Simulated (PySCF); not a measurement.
# GaBH6 (H2Ga(BH4)), step by step

Wanted: a geometry optimisation (HF/6-311G*), then vibrational wavenumbers, then the energy (CCSD(T)/ccECP-cc-pVTZ), then the excited states (EOM-CCSD/pc-1) of GaBH6 (H2Ga(BH4)). The job is set up through a Python script.

The results are computed with PySCF 2.14.0.

## Step 1: The structure to begin with

GaBH6 has 8 atoms, charge 0, and is taken as a singlet. All atoms were displaced at random from a relaxed shape. The run starts from this shape.

Bond lengths: Ga1–B3 2.213 Å, H2–B3 1.247 Å, B3–H4 1.227 Å, Ga1–H5 1.622 Å, Ga1–H6 1.606 Å, B3–H7 1.151 Å, B3–H8 1.172 Å. Some angles: Ga1–B3–H2 54.8°, Ga1–B3–H4 52.6°, Ga1–B3–H7 118.1°, Ga1–B3–H8 113.9°, B3–Ga1–H5 120.7°, B3–Ga1–H6 125.1°, H2–B3–H4 106.9°, H2–B3–H7 110.9°, H2–B3–H8 102.3°, H4–B3–H7 108.3°.

## Step 2: A geometry optimisation at HF/6-311G(d) (density fitting with def2-universal-jkfit) (run 1)

run.py reads:

```python
# H2Ga(BH4)
from pyscf import gto, scf
from pyscf.geomopt.geometric_solver import kernel as optimise

mol = gto.M(
    atom='''
Ga  -0.727968   0.786299   0.263682
H    0.819476  -0.061171   0.661818
B    0.636787  -0.873701  -0.266512
H   -0.337356  -0.478819  -0.900345
H   -1.871044   0.587774   1.397505
H   -0.577564   2.303171  -0.242694
H    0.400426  -1.922098   0.145174
H    1.475101  -0.573067  -1.029045
''',
    max_memory=1860,
    charge=0,
    verbose=3,
    basis='6-311g*',
)

mf = scf.RHF(mol)
mf = mf.density_fit(auxbasis='def2-universal-jkfit')
converged, mol_eq = optimise(mf, maxsteps=100, convergence_set='GAU_TIGHT')
print('converged:', converged)
print(mol_eq.tostring())

mf.reset(mol_eq)
mol = mol_eq
mf.kernel()
e_tot = mf.e_tot
print('Final energy', e_tot)
```

Started as:

```sh
$ OMP_NUM_THREADS=1 python run.py
```

Log:

```text
convergence_set           GAU_TIGHT
maxiter                   100
----------------------------------------------------------
Custom engine selected.
Bonds will be generated from interatomic distances less than 1.20 times sum of covalent radii
24 internal coordinates being used (instead of 24 Cartesians)
Internal coordinate system (atoms numbered from 1):
Distance 1-2
Distance 1-3
Distance 1-4
Distance 1-5
Distance 1-6
Distance 2-3
Distance 3-4
Distance 3-7
Distance 3-8
Angle 2-1-4
Angle 2-1-5
Angle 2-1-6
Angle 3-1-4
Angle 3-1-6
Angle 4-1-5
Angle 5-1-6
Angle 1-2-3
Angle 1-3-4
Angle 1-3-8
Angle 2-3-4
Angle 2-3-7
Angle 2-3-8
Angle 4-3-7
Angle 4-3-8
Angle 7-3-8
Angle 1-4-3
Out-of-Plane 1-2-3-4
Out-of-Plane 1-3-5-6
Out-of-Plane 1-4-6-5
Out-of-Plane 3-1-2-4
Out-of-Plane 3-1-7-8
Dihedral 4-1-2-3
Dihedral 5-1-2-3
Dihedral 6-1-2-3
Dihedral 2-1-3-4
Dihedral 2-1-3-7
Dihedral 2-1-3-8
Dihedral 4-1-3-2
Dihedral 4-1-3-7
Dihedral 4-1-3-8
Dihedral 5-1-3-2
Dihedral 5-1-3-4
Dihedral 5-1-3-7
Dihedral 5-1-3-8
Dihedral 6-1-3-2
Dihedral 6-1-3-4
Dihedral 6-1-3-7
Dihedral 6-1-3-8
Dihedral 2-1-4-3
Dihedral 5-1-4-3
Dihedral 6-1-4-3
Dihedral 1-2-3-4
Dihedral 1-2-3-7
Dihedral 1-2-3-8
Dihedral 2-3-4-1
Dihedral 7-3-4-1
Dihedral 8-3-4-1
Translation-X 1-8
Translation-Y 1-8
Translation-Z 1-8
Rotation-A 1-8
Rotation-B 1-8
Rotation-C 1-8
> ===== Optimization Info: ====
> Job type: Energy minimization
> Maximum number of optimization cycles: 100
> Initial / maximum trust radius (Angstrom): 0.100 / 0.300
> Convergence Criteria:
> Will converge when all 5 criteria are reached:
>  |Delta-E| < 1.00e-06
>  RMS-Grad  < 1.00e-05
>  Max-Grad  < 1.50e-05
>  RMS-Disp  < 4.00e-05
>  Max-Disp  < 6.00e-05
> === End Optimization Info ===

Geometry optimization cycle 1
Cartesian coordinates (Angstrom)
 Atom        New coordinates             dX        dY        dZ
  Ga  -0.727968   0.786299   0.263682    0.000000  0.000000  0.000000
   H   0.819476  -0.061171   0.661818    0.000000  0.000000  0.000000
   B   0.636787  -0.873701  -0.266512    0.000000  0.000000  0.000000
[... 4 lines of this table left out ...]
   H   1.475101  -0.573067  -1.029045    0.000000  0.000000  0.000000

WARN: Mole.unit (angstrom) is changed to Bohr

converged SCF energy = -1951.32403864846
--------------- DFRHF_Scanner gradients ---------------
         x                y                z
0 Ga     0.0124570894    -0.0169522113    -0.0165320825
1 H     0.0002076336    -0.0079330809    -0.0142855496
2 B    -0.0114465966    -0.0164183153     0.0049623520
[... 4 lines of this table left out ...]
7 H    -0.0134529407     0.0076857811     0.0062062627
----------------------------------------------
cycle 1: E = -1951.32403865  dE = -1951.32  norm(grad) = 0.0599007
Step    0 : Gradient = 2.118e-02/3.059e-02 (rms/max) Energy = -1951.3240386485
Hessian Eigenvalues: 2.85599e-02 2.97544e-02 3.70598e-02 ... 2.08598e-01 2.67902e-01 2.86289e-01

Geometry optimization cycle 2
Cartesian coordinates (Angstrom)
 Atom        New coordinates             dX        dY        dZ
  Ga  -0.735227   0.808713   0.295610   -0.007259  0.022414  0.031928
   H   0.814689  -0.029843   0.695104   -0.004787  0.031328  0.033286
   B   0.628911  -0.849274  -0.268388   -0.007876  0.024427 -0.001876
[... 4 lines of this table left out ...]
   H   1.506630  -0.592586  -1.038456    0.031529 -0.019519 -0.009411
converged SCF energy = -1951.33263499077
--------------- DFRHF_Scanner gradients ---------------
         x                y                z
0 Ga     0.0029561466    -0.0069213928    -0.0057930508
1 H     0.0016820836    -0.0022308854    -0.0054328073
2 B    -0.0067638352    -0.0057040395     0.0068139684
[... 4 lines of this table left out ...]
7 H    -0.0017807822     0.0063498046    -0.0012686070
----------------------------------------------
cycle 2: E = -1951.33263499  dE = -0.00859634  norm(grad) = 0.0217471
Step    1 : Displace = 5.140e-02/8.269e-02 (rms/max) Trust = 1.000e-01 (=) Grad = 7.689e-03/1.117e-02 (rms/max) E (change) = -1951.3326349908 (-8.596e-03) Quality = 1.267
Hessian Eigenvalues: 2.84860e-02 2.93283e-02 3.56121e-02 ... 2.06914e-01 2.71736e-01 3.01841e-01

Geometry optimization cycle 3
Cartesian coordinates (Angstrom)
 Atom        New coordinates             dX        dY        dZ
  Ga  -0.738724   0.828894   0.319217   -0.003497  0.020181  0.023607
   H   0.808847  -0.005203   0.712667   -0.005842  0.024640  0.017564
   B   0.626099  -0.829076  -0.274517   -0.002812  0.020198 -0.006129
[... 4 lines of this table left out ...]
   H   1.522796  -0.625177  -1.040957    0.016167 -0.032590 -0.002501
converged SCF energy = -1951.33495109152
--------------- DFRHF_Scanner gradients ---------------
         x                y                z
0 Ga     0.0019124152    -0.0044160440    -0.0020363977
1 H     0.0015590059     0.0003649243    -0.0004013557
2 B    -0.0020507465    -0.0021436318     0.0050255758
[... 4 lines of this table left out ...]
7 H     0.0010154166     0.0024486332    -0.0018964592
----------------------------------------------
cycle 3: E = -1951.33495109  dE = -0.0023161  norm(grad) = 0.0107161
Step    2 : Displace = 4.138e-02/6.751e-02 (rms/max) Trust = 1.414e-01 (+) Grad = 3.789e-03/5.836e-03 (rms/max) E (change) = -1951.3349510915 (-2.316e-03) Quality = 1.274
Hessian Eigenvalues: 2.79907e-02 2.97470e-02 3.27818e-02 ... 2.10347e-01 2.71775e-01 3.06049e-01

[... 8 lines left out ...]
converged SCF energy = -1951.33546875303
[... 20 lines left out ...]
converged SCF energy = -1951.33562048604
[... 20 lines left out ...]
converged SCF energy = -1951.33567611262
[... 20 lines left out ...]
converged SCF energy = -1951.33570379665
[... 20 lines left out ...]
converged SCF energy = -1951.33572429647
[... 20 lines left out ...]
converged SCF energy = -1951.33573628849
[... 20 lines left out ...]
converged SCF energy = -1951.33574349196
[... 20 lines left out ...]
converged SCF energy = -1951.33574996607
[... 20 lines left out ...]
converged SCF energy = -1951.33575658707
[... 20 lines left out ...]
converged SCF energy = -1951.33576117527
[... 6 lines left out ...]
7 H    -0.0000738657     0.0000329118     0.0000514677
----------------------------------------------
cycle 13: E = -1951.33576118  dE = -4.5882e-06  norm(grad) = 0.000921264
Step   12 : Displace = 5.213e-03/8.146e-03 (rms/max) Trust = 3.000e-01 (=) Grad = 3.257e-04/6.776e-04 (rms/max) E (change) = -1951.3357611753 (-4.588e-06) Quality = 1.347
Hessian Eigenvalues: 1.54986e-03 7.93503e-03 3.07194e-02 ... 2.03439e-01 2.71690e-01 3.06235e-01

Geometry optimization cycle 14
Cartesian coordinates (Angstrom)
 Atom        New coordinates             dX        dY        dZ
  Ga  -0.743190   0.850636   0.332334   -0.000567  0.000533 -0.000792
   H   0.776619  -0.004808   0.720522   -0.001487 -0.002646  0.001645
   B   0.619894  -0.813680  -0.289588   -0.000061  0.000490  0.000247
[... 4 lines of this table left out ...]
   H   1.501218  -0.589533  -1.059640   -0.000271  0.002599  0.000413
converged SCF energy = -1951.33576289885
--------------- DFRHF_Scanner gradients ---------------
         x                y                z
0 Ga     0.0000344408    -0.0000011190     0.0000194908
1 H    -0.0000975820     0.0001046627     0.0000508093
2 B     0.0002057493    -0.0002778562    -0.0001081672
[... 4 lines of this table left out ...]
7 H    -0.0000372397     0.0000319062     0.0000305466
----------------------------------------------
cycle 14: E = -1951.3357629  dE = -1.72358e-06  norm(grad) = 0.000425071
Step   13 : Displace = 2.156e-03/3.492e-03 (rms/max) Trust = 3.000e-01 (=) Grad = 1.503e-04/3.623e-04 (rms/max) E (change) = -1951.3357628989 (-1.724e-06) Quality = 1.251
Hessian Eigenvalues: 1.64490e-03 8.10455e-03 3.05691e-02 ... 2.03388e-01 2.71357e-01 3.02392e-01

Geometry optimization cycle 15
Cartesian coordinates (Angstrom)
 Atom        New coordinates             dX        dY        dZ
  Ga  -0.743343   0.850764   0.332212   -0.000153  0.000128 -0.000122
   H   0.776941  -0.005219   0.720575    0.000323 -0.000411  0.000053
   B   0.619704  -0.813368  -0.289386   -0.000190  0.000312  0.000202
[... 4 lines of this table left out ...]
   H   1.501134  -0.589505  -1.059559   -0.000084  0.000028  0.000081
converged SCF energy = -1951.33576320793
--------------- DFRHF_Scanner gradients ---------------
         x                y                z
0 Ga    -0.0000091461     0.0000344106     0.0000005629
1 H    -0.0000374809     0.0000086341    -0.0000018775
2 B     0.0000382052    -0.0000893567    -0.0000538470
[... 4 lines of this table left out ...]
7 H    -0.0000050338     0.0000213512     0.0000115936
----------------------------------------------
cycle 15: E = -1951.33576321  dE = -3.09079e-07  norm(grad) = 0.000130681
Step   14 : Displace = 3.219e-04/5.266e-04 (rms/max) Trust = 3.000e-01 (=) Grad = 4.620e-05/1.111e-04 (rms/max) E (change) = -1951.3357632079 (-3.091e-07) Quality = 1.208
Hessian Eigenvalues: 1.65027e-03 8.26503e-03 3.08686e-02 ... 2.03349e-01 2.71226e-01 3.01809e-01

Geometry optimization cycle 16
Cartesian coordinates (Angstrom)
 Atom        New coordinates             dX        dY        dZ
  Ga  -0.743333   0.850725   0.332260    0.000010 -0.000039  0.000048
   H   0.777252  -0.005156   0.720536    0.000311  0.000063 -0.000038
   B   0.619636  -0.813246  -0.289293   -0.000068  0.000122  0.000093
[... 4 lines of this table left out ...]
   H   1.501065  -0.589667  -1.059596   -0.000069 -0.000163 -0.000036
converged SCF energy = -1951.3357632503
--------------- DFRHF_Scanner gradients ---------------
         x                y                z
0 Ga    -0.0000054491     0.0000231420     0.0000040075
1 H    -0.0000076843    -0.0000044044    -0.0000070000
2 B    -0.0000160624    -0.0000256478    -0.0000231871
[... 4 lines of this table left out ...]
7 H     0.0000038210     0.0000110647     0.0000043636
----------------------------------------------
cycle 16: E = -1951.33576325  dE = -4.2367e-08  norm(grad) = 5.52513e-05
Step   15 : Displace = 1.643e-04/3.201e-04 (rms/max) Trust = 3.000e-01 (=) Grad = 1.953e-05/3.812e-05 (rms/max) E (change) = -1951.3357632503 (-4.237e-08) Quality = 1.274
Hessian Eigenvalues: 1.68106e-03 8.22509e-03 3.00729e-02 ... 2.03170e-01 2.71477e-01 3.03460e-01

Geometry optimization cycle 17
Cartesian coordinates (Angstrom)
 Atom        New coordinates             dX        dY        dZ
  Ga  -0.743324   0.850674   0.332278    0.000009 -0.000051  0.000018
   H   0.777338  -0.005153   0.720603    0.000086  0.000003  0.000067
   B   0.619641  -0.813188  -0.289246    0.000005  0.000058  0.000046
[... 4 lines of this table left out ...]
   H   1.501008  -0.589645  -1.059635   -0.000057  0.000023 -0.000039
converged SCF energy = -1951.33576325952
--------------- DFRHF_Scanner gradients ---------------
         x                y                z
0 Ga     0.0000021215     0.0000093349     0.0000051914
1 H     0.0000017021    -0.0000027197    -0.0000013000
2 B    -0.0000219258    -0.0000040521    -0.0000081127
[... 4 lines of this table left out ...]
7 H     0.0000038855     0.0000044265     0.0000016703
----------------------------------------------
cycle 17: E = -1951.33576326  dE = -9.22455e-09  norm(grad) = 3.06859e-05
Step   16 : Displace = 9.282e-05/1.361e-04 (rms/max) Trust = 3.000e-01 (=) Grad = 1.085e-05/2.373e-05 (rms/max) E (change) = -1951.3357632595 (-9.225e-09) Quality = 1.294
Hessian Eigenvalues: 1.69386e-03 8.24466e-03 2.26735e-02 ... 2.02403e-01 2.71421e-01 3.02690e-01

Geometry optimization cycle 18
Cartesian coordinates (Angstrom)
 Atom        New coordinates             dX        dY        dZ
  Ga  -0.743336   0.850641   0.332262   -0.000012 -0.000032 -0.000016
   H   0.777371  -0.005112   0.720614    0.000033  0.000041  0.000011
   B   0.619670  -0.813163  -0.289223    0.000029  0.000025  0.000024
[... 4 lines of this table left out ...]
   H   1.501010  -0.589691  -1.059655    0.000002 -0.000046 -0.000020
converged SCF energy = -1951.33576326209
--------------- DFRHF_Scanner gradients ---------------
         x                y                z
0 Ga     0.0000049719     0.0000015231     0.0000048016
1 H     0.0000020340     0.0000007587     0.0000024320
2 B    -0.0000134738     0.0000016672    -0.0000035947
[... 4 lines of this table left out ...]
7 H     0.0000024603    -0.0000000467     0.0000011041
----------------------------------------------
cycle 18: E = -1951.33576326  dE = -2.56318e-09  norm(grad) = 1.76302e-05
Step   17 : Displace = 3.795e-05/5.369e-05 (rms/max) Trust = 3.000e-01 (=) Grad = 6.233e-06/1.404e-05 (rms/max) E (change) = -1951.3357632621 (-2.563e-09) Quality = 1.394
Hessian Eigenvalues: 1.69386e-03 8.24466e-03 2.26735e-02 ... 2.02403e-01 2.71421e-01 3.02690e-01
Converged! =D

converged: True
Ga         -0.74333611        0.85064138        0.33226210
H           0.77737103       -0.00511236        0.72061382
B           0.61966975       -0.81316292       -0.28922286
[... 4 lines of this table left out ...]
H           1.50101038       -0.58969065       -1.05965452
converged SCF energy = -1951.33576326209
Final energy -1951.3357632620919
```

Run time: 86 s. Hardware: 1 thread of Intel Xeon at 2.50GHz (Skylake/Cascade Lake), shared host; peak memory 0.22 GiB.

Step by step:

```
step  energy from the first frame kept (eV)  largest force (eV/Å)
   0                                 0.0000                1.5728
   1                                -0.2339                0.5743
   2                                -0.2969                0.3001
   3                                -0.3110                0.2078
   4                                -0.3152                0.1180
   5                                -0.3167                0.0453
   6                                -0.3174                0.0385
   7                                -0.3180                0.0476
   8                                -0.3183                0.0495
   9                                -0.3185                0.0337
  10                                -0.3187                0.0288
  11                                -0.3189                0.0340
  12                                -0.3190                0.0348
  13                                -0.3190                0.0186
  14                                -0.3190                0.0057
  15                                -0.3190                0.0020
  16                                -0.3190                0.0012
  17                                -0.3190                0.0007
```

After the run. Bond lengths: Ga1–B3 2.239 Å, H2–B3 1.303 Å, B3–H4 1.303 Å, Ga1–H5 1.557 Å, Ga1–H6 1.557 Å, B3–H7 1.192 Å, B3–H8 1.192 Å. Some angles: Ga1–B3–H2 53.0°, Ga1–B3–H4 53.0°, Ga1–B3–H7 119.4°, Ga1–B3–H8 119.4°, B3–Ga1–H5 115.2°, B3–Ga1–H6 115.2°, H2–B3–H4 105.9°, H2–B3–H7 107.2°, H2–B3–H8 107.2°, H4–B3–H7 107.2°.

(Part 1 of 3 ends here.)
